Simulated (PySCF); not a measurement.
# A diatomic session: YSi

An exercise on one series of results from a longer session: the logs are not shown, and one member is left open.

The runs use PySCF 2.14.0; Y def2-TZVPP with ECP28, Si def2-TZVPP, scalar-relativistic core potentials.

Set-up of the first run:

The job is set up so:

- atoms: Y, Si
- charge: 0
- basis: Y def2-TZVPP with ECP28, Si def2-TZVPP
- Hamiltonian: scalar-relativistic core potentials
- basis functions: 98
- electrons treated: 25
- masses in u: 88.9058, 27.9769
- levels: PBE0, PBE, r²SCAN, PBEsol, BLYP, revPBE, r²SCANh, LC-ωPBE, HF, MP2, SCS-MP2, CCSD, CCSD(T)
- grid: 80 radial by 434 angular points
- occupations: held fixed by the projection of orbital angular momentum
- dissociation limit: Y + Si, each in its ground configuration
- starting distance in angstrom: 2.580
- values of 2S to try: 1, 3, 5

Command:

```console
OMP_NUM_THREADS=2 python dia.py task.json out
```

Steps of the session up to this table: The job; PBE0 along the bond; Other states along the same grid; PBE; r²SCAN (meta-GGA); PBEsol (GGA); BLYP (GGA); revPBE; r²SCANh; LC-ωPBE; ROHF (mean field); Correlated methods on the Hartree–Fock reference.

One table of the session follows, with a row left open; its other results are not shown here.

Energy (eV) from each level's lowest point:

| R (Å) | ROHF | ROHF-MP2 | ROHF-SCS-MP2 | ROHF-CCSD | ROHF-CCSD(T) |
| --- | --- | --- | --- | --- | --- |
| 2.293 | 1.383 | 0.996 | 1.053 | n/a | n/a |
| 2.399 | 0.772 | 0.497 | 0.537 | 0.511 | 0.491 |
| 2.506 | 0.375 | 0.196 | 0.221 | 0.202 | 0.188 |
| 2.586 | 0.185 | 0.069 | 0.085 | 0.073 | 0.063 |
| 2.666 | 0.068 | 0.009 | 0.016 | 0.010 | 0.006 |
| 2.746 | ? | ? | ? | ? | ? |
| 2.853 | 0.000 | 0.049 | 0.041 | 0.047 | 0.053 |
| 2.986 | 0.068 | 0.180 | 0.163 | 0.175 | 0.186 |
| 3.146 | 0.223 | 0.399 | 0.373 | 0.388 | 0.404 |
| 3.359 | 0.495 | 0.740 | 0.705 | n/a | n/a |

Q: Estimate the row for R (Å) = 2.746 from the others.

Worked estimate for «ROHF». A straight line through the neighbours (2.666, 0.068) and (2.853, 0.000) gives 0.068 + (0.000 − 0.068) × (2.746 − 2.666) / (2.853 − 2.666) = 0.039; a parabola fitted to 4 rows on both sides gives 0.014.

As computed: ROHF: 0.009; ROHF-MP2: 0.000; ROHF-SCS-MP2: 0.000; ROHF-CCSD: 0.000; ROHF-CCSD(T): 0.000. In «ROHF» the line misses by +0.030 and the parabola by +0.005.

To keep in mind: Lowest PBE0 solution found, without spin–orbit coupling: ⁴Σ⁻ (quartet), unpaired electrons σ ↑, π ↑↑. The state is the lowest single determinant that the PBE0 search found; with open d or f shells the true ground state can be another one. Spin–orbit coupling is left out.
